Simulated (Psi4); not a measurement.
# doublet [GeCl2]+ at 3 levels

Wanted: a comparison of 3 runs (UHF/aug-cc-pVDZ, UPBE/aug-cc-pVDZ, UCCSD/aug-cc-pVDZ) of doublet [GeCl2]+. 

The calculation is run with Psi4 1.11.

14 further runs of the same task are left out: 12 that didn't finish, 2 set aside as unsound or not needed.

## Step 1: The system as given

[GeCl2]+ has 3 atoms, charge +1, and is taken as a doublet. SMILES of the parent species: `Cl[Ge]Cl`. Geometry: relaxed at PBE0-D4/def2-TZVP. That shape belongs to the parent species and isn't relaxed for this state.

Bond lengths: Cl1–Ge2 2.182 Å, Ge2–Cl3 2.182 Å. Angles: Cl1–Ge2–Cl3 100.0°.

## Step 2: The energy at UHF/aug-cc-pVDZ (run 1)

Contents of run.py:

```python
import psi4

psi4.set_memory('2200 MB')
psi4.set_num_threads(1)
psi4.set_output_file('psi4.out', False)

m = psi4.geometry("""
1 2
Cl
Ge 1 2.181625
Cl 2 2.18156 1 99.98869
symmetry c1
""")

psi4.set_options({
    'basis': 'aug-cc-pVDZ',
    'reference': 'uhf',
    'puream': True,
    'e_convergence': 1e-09,
    'd_convergence': 1e-08,
    'scf_type': 'pk',
    'maxiter': 100,
})

e_tot, wfn = psi4.energy('hf', return_wfn=True)
print(f'hf energy: {e_tot:.10f} Eh')
```

Started as:

```sh
$ python run.py
```

psi4.out:

```text
[...]
  Running in c1 symmetry.
[...]
  Nuclear repulsion =  309.669421172529894
[...]
  Multiplicity = 2
[...]
  Nalpha       = 33
  Nbeta        = 32
[...]
    Number of basis functions: 90
[...]
   @UHF iter   1: -2993.61674372398238   -3.87738e+00   1.12243e-02 ADIIS/DIIS
[...]
   @UHF iter  16: -2994.08283022303112   -9.09495e-13   3.11742e-09 DIIS
[...]
   @S^2 Observed:                7.890266434E-01
[...]
  @UHF Final Energy: -2994.08283022303112
   => Energetics <=
    Nuclear Repulsion Energy =            309.6694211725298942
    One-Electron Energy =               -4764.7564419291147715
    Two-Electron Energy =                1461.0041905335538104
    Total Energy =                      -2994.0828302230311238
  UHF NO Occupations:
  HONO-2 :   31  A 1.9908374
  HONO-1 :   32  A 1.9904154
[...]
 Multipole Moments:
 ------------------------------------------------------------------------------------
     Multipole            Electronic (a.u.)      Nuclear  (a.u.)        Total (a.u.)
 ------------------------------------------------------------------------------------
 L = 1.  Multiply by 2.5417464519 to convert [e a0] to [Debye]
 Dipole X            :         -4.7679933            3.8850211           -0.8829723
 Dipole Y            :         -4.0017926            3.2606908           -0.7411019
 Dipole Z            :          0.0000000            0.0000000            0.0000000
 Magnitude           :                                                    1.1527671
[...]
```

Standard output:

```text
hf energy: -2994.0828302230 Eh
```

Wall time 93 s (1 thread of Intel Xeon at 2.50GHz (Skylake/Cascade Lake), shared host); peak memory 0.54 GiB.

## Step 3: A single-point energy at UPBE/aug-cc-pVDZ (run 2)

Contents of cl2ge.xyz:

```xyz
3
Cl2Ge
Cl    -0.065420    -1.681680     0.422740
Ge    -0.421210     0.067170    -0.832020
Cl     0.486630     1.614500     0.409270
```

Contents of cl2ge.py:

```python
import psi4

psi4.set_memory('2200 MB')
psi4.set_num_threads(1)
psi4.set_output_file('output.dat', False)

with open('cl2ge.xyz') as f:
    atoms = ''.join(f.readlines()[2:])
molecule = psi4.geometry('1 2\n' + atoms + 'symmetry c1\nno_reorient\nno_com')

options = {'basis': 'aug-cc-pVDZ', 'reference': 'uks', 'puream': True, 'e_convergence': 1e-09, 'd_convergence': 1e-08, 'scf_type': 'pk', 'dft_radial_points': 99, 'dft_spherical_points': 590, 'maxiter': 100}
psi4.set_options(options)

e, wfn = psi4.energy('pbe', return_wfn=True)
psi4.oeprop(wfn, 'QUADRUPOLE', 'MULLIKEN_CHARGES', 'DIPOLE')
print(f'pbe energy: {e:.10f} Eh')
```

Started as:

```sh
$ python cl2ge.py
```

output.dat:

```text
[...]
  Running in c1 symmetry.
[...]
  Nuclear repulsion =  309.669447877201549
[...]
  Multiplicity = 2
[...]
  Nalpha       = 33
  Nbeta        = 32
[...]
    Number of basis functions: 90
[...]
   @UKS iter   1: -2995.72860599743126   -2.42582e+00   1.28741e-02 ADIIS/DIIS
[...]
   @UKS iter  13: -2996.41566490613559   -2.13731e-11   7.19210e-09 DIIS
[...]
   @S^2 Observed:                7.528657195E-01
[...]
  @UKS Final Energy: -2996.41566490613559
   => Energetics <=
    Nuclear Repulsion Energy =            309.6694478772015486
    One-Electron Energy =               -4764.5027258780792181
    Two-Electron Energy =                1592.8856109700864181
    DFT Exchange-Correlation Energy =    -134.4679978753444800
    Empirical Dispersion Energy =           0.0000000000000000
    VV10 Nonlocal Energy =                  0.0000000000000000
    Total Energy =                      -2996.4156649061355893
[...]
 Multipole Moments:
 ------------------------------------------------------------------------------------
     Multipole            Electronic (a.u.)      Nuclear  (a.u.)        Total (a.u.)
 ------------------------------------------------------------------------------------
 L = 1.  Multiply by 2.5417464519 to convert [e a0] to [Debye]
 Dipole X            :         11.4363081          -11.9395731           -0.5032650
 Dipole Y            :         -1.8233832            1.9036723            0.0802891
 Dipole Z            :         22.5905521          -23.5846702           -0.9941181
 Magnitude           :                                                    1.1171360
 L = 2.  Multiply by 1.3450342976 to convert [e a0^2] to [Debye ang]
 Quadrupole XX       :        -61.2001360           34.9102895          -26.2898465
 Quadrupole XY       :        -50.6622100           51.1418917            0.4796817
[...]
```

On the terminal:

```text
pbe energy: -2996.4156649061 Eh
```

Run time: 2.2 min. Hardware: 1 thread of Intel Xeon at 2.50GHz (Skylake/Cascade Lake), shared host; peak memory 0.96 GiB.

## Step 4: A single-point energy at UCCSD/aug-cc-pVDZ (run 3)

Contents of job.in:

```
memory 2200 mb

molecule system {
  1 2
  Cl
  Ge 1 2.181625
  Cl 2 2.18156 1 99.98869
  symmetry c1
}

set basis aug-cc-pVDZ
set reference uhf
set puream true
set e_convergence 1e-09
set d_convergence 1e-08
set scf_type pk
set num_frozen_docc 19
set maxiter 100

e_tot, wfn = energy("ccsd", return_wfn=True)
print_variables()
```

Started as:

```sh
$ psi4 -n 1 job.in job.out
```

job.out:

```text
[...]
  Running in c1 symmetry.
[...]
  Nuclear repulsion =  309.669421172529894
[...]
  Multiplicity = 2
[...]
  Nalpha       = 33
  Nbeta        = 32
[...]
    Number of basis functions: 90
[...]
   @UHF iter   1: -2993.61674372398238   -3.87738e+00   1.12243e-02 ADIIS/DIIS
[...]
   @UHF iter  16: -2994.08283022303112   -9.09495e-13   3.11742e-09 DIIS
[...]
   @S^2 Observed:                7.890266434E-01
[...]
  @UHF Final Energy: -2994.08283022303112
   => Energetics <=
    Nuclear Repulsion Energy =            309.6694211725298942
    One-Electron Energy =               -4764.7564419291147715
    Two-Electron Energy =                1461.0041905335538104
    Total Energy =                      -2994.0828302230311238
  UHF NO Occupations:
  HONO-2 :   31  A 1.9908374
  HONO-1 :   32  A 1.9904154
[...]
 Multipole Moments:
 ------------------------------------------------------------------------------------
     Multipole            Electronic (a.u.)      Nuclear  (a.u.)        Total (a.u.)
 ------------------------------------------------------------------------------------
 L = 1.  Multiply by 2.5417464519 to convert [e a0] to [Debye]
 Dipole X            :         -4.7679933            3.8850211           -0.8829723
 Dipole Y            :         -4.0017926            3.2606908           -0.7411019
 Dipole Z            :          0.0000000            0.0000000            0.0000000
 Magnitude           :                                                    1.1527671
[...]
      * MP2 total energy                      = -2994.447962006125181
[...]
      * CCSD total energy                     = -2994.479422733146748
[...]
```

Run time: 5.9 min. Hardware: 1 thread of Intel Xeon at 2.50GHz (Skylake/Cascade Lake), shared host; peak memory 0.56 GiB.

## Step 5: The series

```csv
run,level,integration grid,frozen core orbitals,energy (Eh),HOMO energy (eV),LUMO energy (eV),⟨S²⟩,wall time
1,UHF/aug-cc-pVDZ,–,0,-2994.082830,-18.21,-8.85,0.789,93 s
2,UPBE/aug-cc-pVDZ,99 radial × 590 angular,0,-2996.415665,-13.77,-13.26,0.753,2.2 min
3,UCCSD/aug-cc-pVDZ,–,19,-2994.479423,-18.21,-8.85,0.789,5.9 min
```

## Step 6: Results

```
                                                         quantity           value
                                              run 3: total energy  -2994.47942 Eh
run 3: HOMO energy (Hartree–Fock orbitals) (highest over α and β)       -18.21 eV
 run 3: LUMO energy (Hartree–Fock orbitals) (lowest over α and β)        -8.85 eV
              run 3: correlation energy (19 core orbitals frozen)      -396.6 mEh
                         run 3: ⟨S²⟩ of the reference determinant           0.789
                                             run 3: T1 diagnostic           0.029
```

All runs together took 9.7 min, the longest 5.9 min.
